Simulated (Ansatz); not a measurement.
A nudged elastic band was laid between two geometries of a periodic cell of 17 atoms, Nb16H (host Nb, host structure bcc, interstitial H).

Theory: Ansatz, DFT PBE-D3(BJ), scalar-relativistic, plane waves, PAW. Settings: cutoff 420 eV, k mesh 3x3x3, fermi-dirac smearing 0.15 eV, no spin polarisation.

```
movable images  : 3
climbing image  : yes
spring          : 5.0 eV/Å²
optimiser       : quadratic models (default)
start path      : default
force threshold : 0.05 eV/Å
iteration limit : 10
end points      : relaxed
```

Initial state:

```xyz
17
Lattice="6.6000 0.0000 0.0000 0.0000 6.6000 0.0000 0.0000 0.0000 6.6000" Properties=species:S:1:pos:R:3
Nb 0.002 -0.008 -0.001
Nb 3.263 -0.050 -0.001
Nb 0.002 3.304 -0.001
Nb 0.014 -0.002 3.299
Nb 1.648 1.648 1.655
Nb 3.264 3.345 -0.001
Nb 3.310 0.000 3.299
Nb 4.986 1.648 1.696
Nb 0.014 3.298 3.299
Nb 1.636 4.948 1.649
Nb 1.648 1.648 4.943
Nb 3.310 3.296 3.299
Nb 4.940 4.948 1.647
Nb 4.987 1.648 4.901
Nb 1.636 4.948 4.949
Nb 4.940 4.948 4.951
H 4.125 1.647 -0.001
```

Final state:

Only the atoms that move by more than 0.05 Å are listed.
```
Nb2 3.293 -0.001 0.002
Nb3 0.046 3.339 0.002
Nb8 4.950 1.611 1.699
Nb14 4.950 1.612 4.906
H17 4.949 2.476 0.003
```

Q: What changes between the two ends?

A: The atom that moves furthest is H17, by 1.17 Å; four of its nearest neighbours are Nb2 1.90, Nb14 1.90, Nb6 1.90, Nb8 1.90 Å at the first end and Nb8 1.90, Nb6 1.90, Nb3 1.90, Nb14 1.90 Å at the last.

Q: Give the energies along the band, and the barrier.

A: The run converged. The highest image is number 2 of 0 to 4, 0.186 eV above the ends, which have the same energy within 2 meV. The order of the point at the top wasn't checked. Limits of this set-up: coarse k mesh, odd electron count without spin, a small cell, in which the defect meets its images, a typed lattice constant that wasn't relaxed here.

```csv
image,path coordinate (Å),energy (eV),Nb2–H17 (Å),Nb3–H17 (Å)
0,0.00,0.000,1.90,2.98
1,0.29,0.094,2.10,2.69
2,0.59,0.186,2.39,2.39
3,0.88,0.094,2.69,2.10
4,1.17,0.000,2.98,1.90
```

Q: What is the geometry of the highest image?

A: 
```xyz
17
Lattice="6.6000 0.0000 0.0000 0.0000 6.6000 0.0000 0.0000 0.0000 6.6000" Properties=species:S:1:pos:R:3
Nb 0.007 -0.007 0.001
Nb 3.296 0.014 0.001
Nb -0.014 3.303 0.001
Nb 0.023 -0.025 3.301
Nb 1.650 1.659 1.649
Nb 3.240 3.359 0.001
Nb 3.307 -0.007 3.301
Nb 4.977 1.621 1.738
Nb 0.005 3.291 3.301
Nb 1.636 4.963 1.642
Nb 1.650 1.659 4.952
Nb 3.296 3.303 3.301
Nb 4.941 4.949 1.649
Nb 4.977 1.621 4.863
Nb 1.636 4.963 4.959
Nb 4.941 4.949 4.952
H 4.564 2.035 0.001
```

The run took 110 s on 4 threads of Intel(R) Xeon(R) 6975P-C (Granite Rapids) (shared host), peak memory 2.4 GiB.
